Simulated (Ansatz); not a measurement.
# CH6FGeN: the cost of one run

All numbers are computed with Ansatz 0.2.0 through its Python package. Level of theory: r2SCAN0/def2-SVP.

**1. Starting point**

Bond lengths: N1–Ge2 1.864 Å, Ge2–C3 1.944 Å, C3–F4 1.381 Å, N1–H5 1.044 Å, N1–H6 1.044 Å, Ge2–H7 1.550 Å, Ge2–H8 1.550 Å, C3–H9 1.109 Å, C3–H10 1.109 Å. Angles (14 of 15 angles, heavy atoms first): N1–Ge2–C3 109.5°, Ge2–C3–F4 109.5°, N1–Ge2–H7 109.5°, N1–Ge2–H8 109.5°, C3–Ge2–H7 109.4°, C3–Ge2–H8 109.4°, Ge2–N1–H5 106.7°, Ge2–N1–H6 106.7°, Ge2–C3–H9 109.4°, Ge2–C3–H10 109.4°, F4–C3–H9 109.5°, F4–C3–H10 109.5°, H7–Ge2–H8 109.6°, H5–N1–H6 106.8°.

The script holds or builds the structure itself.

**2. The script**

File scan.py:

```python
'''Potential curve of CH6FGeN along one bond.'''

import ansatz as az
from ase import Atoms
import numpy as np

atoms = Atoms(['N', 'Ge', 'C', 'F', 'H', 'H', 'H', 'H', 'H', 'H'], positions=[
    [1.7216, 0.6366, 0.2571],
    [0.4581, -0.6524, -0.209],
    [-1.3282, 0.0875, -0.0031],
    [-2.2647, -0.8676, -0.3484],
    [1.5433, 1.4658, -0.3523],
    [1.5044, 0.9299, 1.2357],
    [0.6142, -1.8867, 0.7153],
    [0.6731, -1.077, -1.684],
    [-1.4399, 0.9716, -0.6638],
    [-1.482, 0.3923, 1.0524],
])
geometry = az.Crystal.molecule_from_ase(atoms)

symbols = [site.symbol for site in geometry.cartesian_sites]
start = np.array([site.position_ang for site in geometry.cartesian_sites])
axis = (start[8] - start[2]) / np.linalg.norm(start[8] - start[2])
moving = [8]
lengths, energies = [0.976, 1.021, 1.065, 1.109, 1.154, 1.198, 1.242, 1.309], []
for length in lengths:
    xyz = start.copy()
    xyz[moving] += (length - np.linalg.norm(start[8] - start[2])) * axis
    point = az.Crystal.molecule()
    for symbol, place in zip(symbols, xyz):
        point = point.atom(symbol, place.tolist())
    base = point.calculation()
    base = base.basis(gaussian='def2-SVP').functional('r2scan0')
    report = base.run(threads=1, pin='off').report
    energies.append(report['free_energy_ev'])
    print(f'r = {length:6.3f} A  E = {energies[-1]:.5f} eV  <S^2> = {abs(report["mean_field"]["state"]["spin_squared"]):.3f}')

# quartic fit about the minimum
fit = np.polynomial.Polynomial.fit(lengths, np.array(energies) - min(energies), 4).convert()
roots = [r.real for r in fit.deriv().roots() if abs(r.imag) < 1e-9 and fit.deriv(2)(r.real) > 0]
r_e = min(roots, key=lambda r: abs(r - lengths[int(np.argmin(energies))]))
print(f'minimum of the fit at {r_e:.4f} A, force constant {fit.deriv(2)(r_e):.2f} eV/A^2')
```

**3. What the engine is handed**

The engine receives this input (first run):

```yaml
crystal:
  periodic: [false, false, false]
  atoms:
    - { symbol: "N", position_ang: [1.7216, 0.6366, 0.2571] }
    - { symbol: Ge, position_ang: [0.4581, -0.6524, -0.209] }
    - { symbol: C, position_ang: [-1.3282, 0.0875, -0.0031] }
    - { symbol: F, position_ang: [-2.2647, -0.8676, -0.3484] }
    - { symbol: H, position_ang: [1.5433, 1.4658, -0.3523] }
    - { symbol: H, position_ang: [1.5044, 0.9299, 1.2357] }
    - { symbol: H, position_ang: [0.6142, -1.8867, 0.7153] }
    - { symbol: H, position_ang: [0.6731, -1.077, -1.684] }
    - { symbol: H, position_ang: [-1.4264739703911355, 0.8653336367305553, -0.5843856959482839] }
    - { symbol: H, position_ang: [-1.482, 0.3923, 1.0524] }
basis:
  gaussian:
    orbitals: def2-SVP
hamiltonian:
  xc: r2scan0
```

**4. The run**

Started as:

```console
python scan.py
```

**Question.** How long does this script take on 1 thread of Arm Neoverse V2, shared host, and how much memory does it need?

About 53 s, with a peak of 0.31 GiB.
